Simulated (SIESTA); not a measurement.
The system is CuCl4.

```
Cu Cl
1.0
    -2.43256    2.43256    5.23462
     2.43256   -2.43256    5.23462
     2.43256    2.43256   -5.23462
Cu Cl
1 4
Direct
  0.00000 0.00000 0.00000
  0.37882 0.88317 0.00000
  0.88317 0.37882 0.00000
  0.62118 0.62118 0.50435
  0.11683 0.11683 0.49565
```

The cell comes from a database or a generator and needn't be the stable form of this composition.

* Program: SIESTA 5.4.2
* Task: single point
* Functional: PBEsol
* Potentials or basis: PseudoDojo 0.4 standard (PBEsol files)
* Basis: DZP (energy shift 0.003 Ry; two zetas on semicore shells)
* Grid cutoff: 800 Ry
* Energy shift: 0.003 Ry
* k mesh: 8 × 8 × 8
* Occupations: fermi-dirac, width 0.05 eV
* Spin: no spin polarisation

On this cell: pressure -2.8 GPa; largest force 0.049 eV/Å; band gap on the k mesh none (metal or under the smearing width).

The same run follows on a disturbed copy (atoms moved at random, drawn with an rms of 0.05 Å):

```
Cu Cl
1.0
    -2.43256    2.43256    5.23462
     2.43256   -2.43256    5.23462
     2.43256    2.43256   -5.23462
Cu Cl
1 4
Cartesian
  0.0040 -0.0445 -0.0094
  1.2245 -1.2264 6.5846
  -1.2633 1.2974 6.5829
  1.2337 1.2381 3.8296
  1.1930 1.2068 -1.3998
```

Question: What does the disturbed cell give?

Answer: The energy (extrapolated to zero smearing) moves by +9.1 meV/atom; pressure -2.0 GPa; largest force 0.927 eV/Å; band gap on the k mesh none (metal or under the smearing width).

Forces in eV/Å, atoms in the order of the input:
```
Cu  -0.360  0.640 -0.490
Cl  -0.017 -0.009 -0.042
Cl   0.525 -0.501  0.577
Cl  -0.107 -0.088 -0.100
Cl  -0.041 -0.043  0.056
```

Stress tensor (GPa, compression positive):
```
-2.10 -0.65  1.13
-0.65 -2.27 -0.64
 1.13 -0.64 -1.58
```

Caveats: short orbitals over semicore shells can move pressures by several GPa; the basis of atomic orbitals isn't converged, which shifts pressures, moduli and gaps; an odd number of electrons without spin polarisation forces a metal; a magnetic or distorted state may lie lower; the run has no spin polarisation, though such a crystal can be magnetic; semilocal functionals often make such compounds metallic where correlation or magnetic order opens a gap, which also shifts bond lengths.
